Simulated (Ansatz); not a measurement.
**CH₄CdS: up Jacob's ladder to CCSD(T)**

One table from this session's results is given with a row withheld; the runs are named, their logs left out.

The runs use Ansatz 0.2.0, Gaussian basis; functionals in def2-TZVPP, the program's frozen cores in correlated methods.

The runs, in order: LDA (SPW92), PBE-D4, revPBE-D4, BLYP-D4, r2SCAN-D4, B97M-V, PBE0-D4, B3LYP-D4, r2SCANh-D4, r2SCAN0-D4, HSE06-D4, BHLYP-D4, CAM-B3LYP-D4, LC-ωPBE, ωB97X-V, ωB97M-V, B2PLYP, PBE-QIDH; CCSD(T)/def2-SVP; CCSD(T)/def2-TZVPP; MP2/def2-QZVPP; extrapolation to the limit; RPA on PBE.

1 further run of the same task is left out (it didn't finish).

### Structure used throughout

The geometry comes from an earlier relaxation with PBE0-D4 in a triple-zeta def2 set; it is a stationary point, not always the lowest conformer. Cd takes the def2 core potential; no spin-orbit term is included.

SMILES `[CH3][Cd][SH]`, 7 atoms, charge 0, spin multiplicity 1.

Atoms are counted from 1 here; the program's logs count them from 0.

Bond lengths: C1–Cd2 2.105 Å, C1–H4 1.090 Å, C1–H5 1.091 Å, C1–H6 1.090 Å, Cd2–S3 2.352 Å, S3–H7 1.344 Å. Angles: Cd2–C1–H4 110.0°, Cd2–C1–H5 109.8°, Cd2–C1–H6 110.0°, H4–C1–H5 109.0°, H4–C1–H6 109.1°, H5–C1–H6 109.0°, C1–Cd2–S3 179.2°, Cd2–S3–H7 93.4°.

Set-up of the first run:

in.yaml

```yaml
crystal:
  periodic: [false, false, false]
  atoms:
    - {symbol: C, position_ang: [-1.090301, 0.792029, -0.479992]}
    - {symbol: Cd, position_ang: [0.361328, -0.436020, 0.422434]}
    - {symbol: S, position_ang: [1.961970, -1.813819, 1.456520]}
    - {symbol: H, position_ang: [-1.975412, 0.204421, -0.725445]}
    - {symbol: H, position_ang: [-0.688497, 1.227220, -1.395781]}
    - {symbol: H, position_ang: [-1.372716, 1.596278, 0.200035]}
    - {symbol: H, position_ang: [2.864830, -1.638310, 0.476532]}
basis:
  gaussian: {orbitals: def2-TZVPP}
hamiltonian: {xc: lda}
output: {orbitals: {seedname: orbitals}}
```

The run is started by

```bash
$ ansatz run in.yaml --threads 2 --pin off --events-out ev --progress --plain --max-ram 32768MiB --backend cpu
```

Steps of the session up to this table: LDA; PBE-D4 (GGA); revPBE-D4 (GGA); BLYP-D4 (GGA); r2SCAN-D4 (meta-GGA); B97M-V (meta-GGA); PBE0-D4 (hybrid); B3LYP-D4 (hybrid); r2SCANh-D4 (hybrid); r2SCAN0-D4 (hybrid); HSE06-D4 (hybrid); BHLYP-D4 (hybrid); CAM-B3LYP-D4 (range-separated); LC-ωPBE (range-separated); ωB97X-V (range-separated); ωB97M-V (range-separated); B2PLYP (double hybrid); PBE-QIDH (double hybrid).

One of the session's tables, all rows but one given; the rest of the session is left out.

It belongs to the step «Orbital energies across the functionals». 

| functional | HOMO (eV) | gap (eV) |
| --- | --- | --- |
| LDA (SPW92) | -5.88 | 4.35 |
| PBE-D4 | -5.72 | 4.39 |
| revPBE-D4 | -5.65 | 4.42 |
| BLYP-D4 | -5.55 | 4.25 |
| r2SCAN-D4 | -5.97 | 4.95 |
| B97M-V | -6.01 | 4.75 |
| PBE0-D4 | -6.89 | 6.34 |
| B3LYP-D4 | -6.65 | 5.80 |
| r2SCANh-D4 | -6.41 | 5.65 |
| r2SCAN0-D4 | -7.07 | 6.70 |
| HSE06-D4 | -6.49 | 5.58 |
| BHLYP-D4 | -7.92 | 8.00 |
| CAM-B3LYP-D4 | ? | ? |
| LC-ωPBE | -9.62 | 10.98 |
| ωB97X-V | -9.24 | 10.45 |
| ωB97M-V | -9.09 | 9.97 |

Q: Estimate the row for CAM-B3LYP-D4 from the others.

**Answer.** HOMO (eV): -8.21; gap (eV): 8.44. In the column «HOMO (eV)» it lies between ωB97M-V (-9.09) and BHLYP-D4 (-7.92).
